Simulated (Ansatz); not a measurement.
# CoSi: the cost of one run

Computed with Ansatz 0.2.0 (DFT PBE, scalar-relativistic, plane waves, PAW, and further levels as typed in the inputs, unless a step's input says otherwise).

The COD entry's cell or inner coordinates are ideal or old and differ from later refinements, so a difference from it is no clean test against experiment.

### Step 1. The system as given

Symmetry: P2_13, No. 198, cubic system. Conventional cell: a = 4.438 Å, b = 4.438 Å, c = 4.438 Å, α = 90.00°, β = 90.00°, γ = 90.00°. Co (site symmetry 3) has 7 Si at 2.28 to 2.47 Å as nearest neighbours. Si (site symmetry 3) is surrounded by 7 Co at 2.28 to 2.47 Å.

Coordinates:

```xyz
8
Lattice="4.4380 0.0000 0.0000 0.0000 4.4380 0.0000 0.0000 0.0000 4.4380" Properties=species:S:1:pos:R:3 pbc="T T T"
Co    0.6213    0.6213    0.6213
Co    1.5977    3.8167    2.8403
Co    2.8403    1.5977    3.8167
Co    3.8167    2.8403    1.5977
Si    3.7412    3.7412    3.7412
Si    2.9158    0.6968    1.5222
Si    1.5222    2.9158    0.6968
Si    0.6968    1.5222    2.9158
```

The structure rests on an entry of the Crystallography Open Database; cell or positions may have been set otherwise for this series.

### Step 2. Relaxing cell and atoms: CoSi, no spin

File input.yaml:

```yaml
crystal:
  lattice:
    - [4.438, 0.0, 0.0]
    - [0.0, 4.438, 0.0]
    - [0.0, 0.0, 4.438]
  atoms:
    - { symbol: Co, position: [0.14, 0.14, 0.14] }
    - { symbol: Co, position: [0.36, 0.86, 0.64] }
    - { symbol: Co, position: [0.64, 0.36, 0.86] }
    - { symbol: Co, position: [0.86, 0.64, 0.36] }
    - { symbol: Si, position: [0.843, 0.843, 0.843] }
    - { symbol: Si, position: [0.657, 0.157, 0.343] }
    - { symbol: Si, position: [0.343, 0.657, 0.157] }
    - { symbol: Si, position: [0.157, 0.343, 0.657] }
scf:
  occupations: { method: gaussian, width: 0.05 }
output:
  forces: true
  stress: true
hamiltonian:
  xc: pbe
kpoints:
  mp_grid: { grid: [12, 12, 12] }
relax:
  f_tol: 0.003
  cell: { stress_tol: 0.03 }
```

Command:

```
ansatz run input.yaml --threads 8 --pin off --max-ram 16384MiB --backend cpu --events-out ev --progress --plain --runs-dir out
```

What time and memory should one allow on 8 threads of Arm Neoverse V1, shared host?

About 55 s, with a peak of 0.76 GiB.
